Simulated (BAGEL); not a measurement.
# BSiH3OF2 (SMILES FB(F)O[SiH3]), step by step

Wanted: the energy (HF/6-31G*), then the energy (NEVPT2(2,2)/6-31G*) of BSiH3OF2. 

The results are computed with BAGEL 1.2.2.

1 further run of the same task is left out (set aside as unsound or not needed).

## (1) The system as given

BSiH3OF2 has 8 atoms, charge 0, and is taken as a singlet. SMILES: `FB(F)O[SiH3]`. The Si5–H6 distance was set to 2.372 Å, away from the relaxed value. At this shape a bond of the SMILES string is far longer than usual.

Bond lengths: F1–B2 1.319 Å, B2–F3 1.328 Å, B2–O4 1.339 Å, O4–Si5 1.661 Å, Si5–H7 1.479 Å, Si5–H8 1.483 Å. Angles: F1–B2–F3 117.6°, F1–B2–O4 120.5°, F3–B2–O4 121.9°, B2–O4–Si5 133.7°, O4–Si5–H7 106.3°, O4–Si5–H8 109.6°, H7–Si5–H8 110.5°. A long bond or contact: Si5–H6 2.372 Å.

## (2) A single-point energy at HF/6-31G(d) (density fitting with svp-jkfit, spherical functions) (run 1)

File hf.json:

```json
{ "bagel": [

{
  "title": "molecule",
  "basis": "6-31gs.json",
  "df_basis": "svp-jkfit",
  "angstrom": true,
  "geometry": [
    { "atom": "F", "xyz": [    2.178285,   -2.237811,    0.447238 ] },
    { "atom": "B", "xyz": [    1.119385,   -1.563311,    0.043138 ] },
    { "atom": "F", "xyz": [   -0.074015,   -2.095511,    0.277838 ] },
    { "atom": "O", "xyz": [    1.260285,   -0.386011,   -0.579762 ] },
    { "atom": "Si", "xyz": [    0.188585,    0.713289,   -1.212762 ] },
    { "atom": "H", "xyz": [   -1.234600,    1.517600,    0.506100 ] },
    { "atom": "H", "xyz": [    1.003185,    1.814889,   -1.769462 ] },
    { "atom": "H", "xyz": [   -0.613215,    0.068389,   -2.280062 ] }
  ]
},
{ "title": "hf" },
{ "title": "print", "file": "orbitals.molden", "orbitals": true }

]}
```

The basis set 6-31G* is read from a file made from the Basis Set Exchange's data (not shown).

Launch:

```bash
$ BAGEL_NUM_THREADS=1 BAGEL hf.json > hf.out
```

Output:

```text
* using 1 threads per process

  ===============================================================
  ===============================================================

  *** Geometry ***

  { "atom" : "F", "xyz" : [      4.116362,     -4.228850,      0.845157 ] },
  { "atom" : "B", "xyz" : [      2.115331,     -2.954230,      0.081519 ] },
  { "atom" : "F", "xyz" : [     -0.139868,     -3.959942,      0.525038 ] },
  { "atom" : "O", "xyz" : [      2.381593,     -0.729455,     -1.095591 ] },
  { "atom" : "Si", "xyz" : [      0.356374,      1.347921,     -2.291788 ] },
  { "atom" : "H", "xyz" : [     -2.333056,      2.867848,      0.956390 ] },
  { "atom" : "H", "xyz" : [      1.895745,      3.429643,     -3.343799 ] },
  { "atom" : "H", "xyz" : [     -1.158808,      0.129236,     -4.308693 ] },

  Number of auxiliary basis functions:      488

  Since a DF basis is specified, we compute 2- and 3-index integrals:
    o Being stored without compression. Storage requirement is 0.025 GB

  Number of basis functions:       80
  Number of electrons      :       48

    * METHOD: MOLECULE                             0.25

  *** RHF ***

  === Nuclear Repulsion ===
   217.6991529132

      * DIIS with orbital gradients will be used.

  === RHF iteration (6-31gs.json) ===
      0       -588.94302999          0.02333611           0.06
      1       -589.12453929          0.01425258           0.06
      2       -589.20124808          0.00114344           0.06
      3       -589.20216798          0.00042680           0.06
      4       -589.20225109          0.00008598           0.06
      5       -589.20225589          0.00002339           0.06
      6       -589.20225630          0.00000731           0.06
      7       -589.20225635          0.00000173           0.06
      8       -589.20225635          0.00000082           0.06
      9       -589.20225635          0.00000024           0.06
     10       -589.20225635          0.00000009           0.06
     11       -589.20225635          0.00000003           0.06
     12       -589.20225635          0.00000001           0.06
    * SCF iteration converged.

    * Permanent dipole moment:
           (   -0.076722,    -0.302972,     0.808046) a.u.

    * METHOD: HF                                   0.93

    * METHOD: PRINT                                0.02

  ===============================================================
```

It took 1.3 s on 1 thread of Arm Neoverse V1, shared host; peak memory 0.14 GiB.

## (3) A single-point energy at NEVPT2(2,2)/6-31G(d) (density fitting with svp-jkfit, spherical functions) (run 2)

File calc.json:

```json
{ "bagel": [

{
  "title": "molecule",
  "basis": "6-31gs.json",
  "df_basis": "svp-jkfit",
  "angstrom": true,
  "geometry": [
    { "atom": "F", "xyz": [       2.178285,      -2.237811,       0.447238 ] },
    { "atom": "B", "xyz": [       1.119385,      -1.563311,       0.043138 ] },
    { "atom": "F", "xyz": [      -0.074015,      -2.095511,       0.277838 ] },
    { "atom": "O", "xyz": [       1.260285,      -0.386011,      -0.579762 ] },
    { "atom": "Si", "xyz": [       0.188585,       0.713289,      -1.212762 ] },
    { "atom": "H", "xyz": [      -1.234600,       1.517600,       0.506100 ] },
    { "atom": "H", "xyz": [       1.003185,       1.814889,      -1.769462 ] },
    { "atom": "H", "xyz": [      -0.613215,       0.068389,      -2.280062 ] }
  ]
},

{
  "title": "hf"
},

{
  "title": "nevpt2",
  "nstate": 1,
  "nact": 2,
  "nclosed": 23,
  "active": [24, 25],
  "maxiter": 200,
  "natocc": true,
  "ncore": 9
},

{
  "title": "print",
  "file": "orbitals.molden",
  "orbitals": true
}

]}
```

The basis set 6-31G* is read from a file made from the Basis Set Exchange's data (not shown).

Launch:

```bash
$ BAGEL_NUM_THREADS=1 BAGEL calc.json > calc.out
```

Output:

```text
* using 1 threads per process

  ===============================================================
  ===============================================================

  *** Geometry ***

  { "atom" : "F", "xyz" : [      4.116362,     -4.228850,      0.845157 ] },
  { "atom" : "B", "xyz" : [      2.115331,     -2.954230,      0.081519 ] },
  { "atom" : "F", "xyz" : [     -0.139868,     -3.959942,      0.525038 ] },
  { "atom" : "O", "xyz" : [      2.381593,     -0.729455,     -1.095591 ] },
  { "atom" : "Si", "xyz" : [      0.356374,      1.347921,     -2.291788 ] },
  { "atom" : "H", "xyz" : [     -2.333056,      2.867848,      0.956390 ] },
  { "atom" : "H", "xyz" : [      1.895745,      3.429643,     -3.343799 ] },
  { "atom" : "H", "xyz" : [     -1.158808,      0.129236,     -4.308693 ] },

  Number of auxiliary basis functions:      488

  Since a DF basis is specified, we compute 2- and 3-index integrals:
    o Being stored without compression. Storage requirement is 0.025 GB

  Number of basis functions:       80
  Number of electrons      :       48

    * METHOD: MOLECULE                             0.24

  *** RHF ***

  === Nuclear Repulsion ===
   217.6991529132

      * DIIS with orbital gradients will be used.

  === RHF iteration (6-31gs.json) ===
      0       -588.94302999          0.02333611           0.07
      1       -589.12453929          0.01425258           0.07
      2       -589.20124808          0.00114344           0.07
      3       -589.20216798          0.00042680           0.07
      4       -589.20225109          0.00008598           0.07
      5       -589.20225589          0.00002339           0.07
      6       -589.20225630          0.00000731           0.07
      7       -589.20225635          0.00000173           0.06
      8       -589.20225635          0.00000082           0.06
      9       -589.20225635          0.00000024           0.06
     10       -589.20225635          0.00000009           0.07
     11       -589.20225635          0.00000003           0.07
     12       -589.20225635          0.00000001           0.07
    * SCF iteration converged.

    * Permanent dipole moment:
           (   -0.076722,    -0.302972,     0.808046) a.u.

    * METHOD: HF                                   1.03

    * freezing 9 orbitals
  ---------------------------
      CASSCF calculation
  ---------------------------

    ==== Active orbitals : =====
         Orbital 24
         Orbital 25
    ============================

    * nstate   :      1
    * nclosed  :     23
    * nact     :      2
    * nvirt    :     55
  === CASSCF iteration (6-31gs.json) ===

    * Using the second-order algorithm

      0  0      -589.22481303     2.50e-03      0.02

      1  0      -589.23984623     7.08e-04      0.32

      2  0      -589.24072631     2.56e-04      0.33

      3  0      -589.24076081     7.13e-05      0.34

      4  0      -589.24076264     1.77e-05      0.31

      5  0      -589.24076274     4.30e-06      0.31

      6  0      -589.24076275     1.04e-06      0.31

      7  0      -589.24076275     2.49e-07      0.32

      8  0      -589.24076275     5.99e-08      0.27

      9  0      -589.24076275     1.44e-08      0.26

     10  0      -589.24076275     3.46e-09      0.24

    * Second-order optimization converged. *

     guess   0:   closed 1.                   open ..

  === FCI iteration ===

      0  0      -589.19983413     7.22e-02      0.00
      1  0      -589.24038299     6.18e-03      0.00
      2  0 *    -589.24076275     6.70e-16      0.00

     * ci vector, state   0, <S^2> = 0.0000
       2.     0.9619555528
       .2    -0.2732059927

  === DF-NEVPT2 calculation ===

    * 3-index integral transformation done
    * assembly done

      NEVPT2 correlation energy:   -0.6457765671      0.18

          (+0)     -0.6226113913
          (+0)'    -0.0034323757
          (+1)     -0.0080403025
          (+1)'    -0.0000000000
          (+2)     -0.0002473041
          (-1)     -0.0104269689
          (-1)'     0.0000000000
          (-2)     -0.0010182247

      NEVPT2 total energy:       -589.8865393166

    * METHOD: NEVPT2                               3.51

    * METHOD: PRINT                                0.02

  ===============================================================
```

Run time: 5.1 s. Hardware: 1 thread of Arm Neoverse V1, shared host; peak memory 0.14 GiB.

## (4) Results

| quantity | value |
| --- | --- |
| run 1, HF/6-31G*: total energy | -589.20226 Eh |
| run 1, HF/6-31G*: dipole moment | 2.20 D |
| run 1, HF/6-31G*: HOMO energy | -10.20 eV |
| run 1, HF/6-31G*: LUMO energy | 1.62 eV |
| run 1, HF/6-31G*: HOMO–LUMO gap | 11.82 eV |
| run 2, NEVPT2(2,2)/6-31G*: total energy | -589.88654 Eh |
